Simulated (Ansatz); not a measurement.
# ClH2O2Si: the cost of one run

Method: functionals in def2-TZVPP, the program's frozen cores in correlated methods; program: Ansatz 0.2.0, Gaussian basis.

The runs, in order: PBE-D4, r2SCAN-D4, PBE0-D4, B3LYP-D4, ωB97X-V, ωB97M-V, B2PLYP; CCSD(T)/def2-TZVPP; CCSD(T)/def2-QZVPP; extrapolation to the limit.

## Step 1: Structure used throughout

The geometry comes from an earlier relaxation with PBE0-D4 in a triple-zeta def2 set; it is a stationary point.

SMILES `O[Si](O)Cl`, 6 atoms, charge 0, spin multiplicity 2.

Atoms are counted from 1 here; the program's logs count them from 0.

Bond lengths: O1–Si2 1.642 Å, O1–H5 0.959 Å, Si2–O3 1.630 Å, Si2–Cl4 2.069 Å, O3–H6 0.961 Å. Angles: Si2–O1–H5 117.8°, O1–Si2–O3 106.1°, O1–Si2–Cl4 110.2°, O3–Si2–Cl4 110.6°, Si2–O3–H6 116.4°.

## Step 2: PBE-D4 (GGA)

in.yaml

```yaml
crystal:
  periodic: [false, false, false]
  atoms:
    - {symbol: O, position_ang: [-0.256251, 0.863240, 0.878834]}
    - {symbol: Si, position_ang: [-0.529453, -0.248001, -0.298179]}
    - {symbol: O, position_ang: [0.452592, -1.506644, 0.031062]}
    - {symbol: Cl, position_ang: [-0.088154, 0.553496, -2.154160]}
    - {symbol: H, position_ang: [-0.616469, 1.743853, 0.755317]}
    - {symbol: H, position_ang: [1.037734, -1.405935, 0.787126]}
basis:
  gaussian: {orbitals: def2-TZVPP}
magnetization: {spin_polarized: true, initial_magnetization: 1}
hamiltonian: {xc: pbe, dispersion: d4}
output: {forces: true, orbitals: {seedname: orbitals}}
```

Command:

```
$ ansatz run in.yaml --threads 2 --pin off --events-out ev --progress --plain --max-ram 32768MiB --backend cpu
```

What time and memory should one allow on 2 threads of AMD EPYC 7R13, shared host?

About 3.4 s, with a peak of 0.26 GiB.
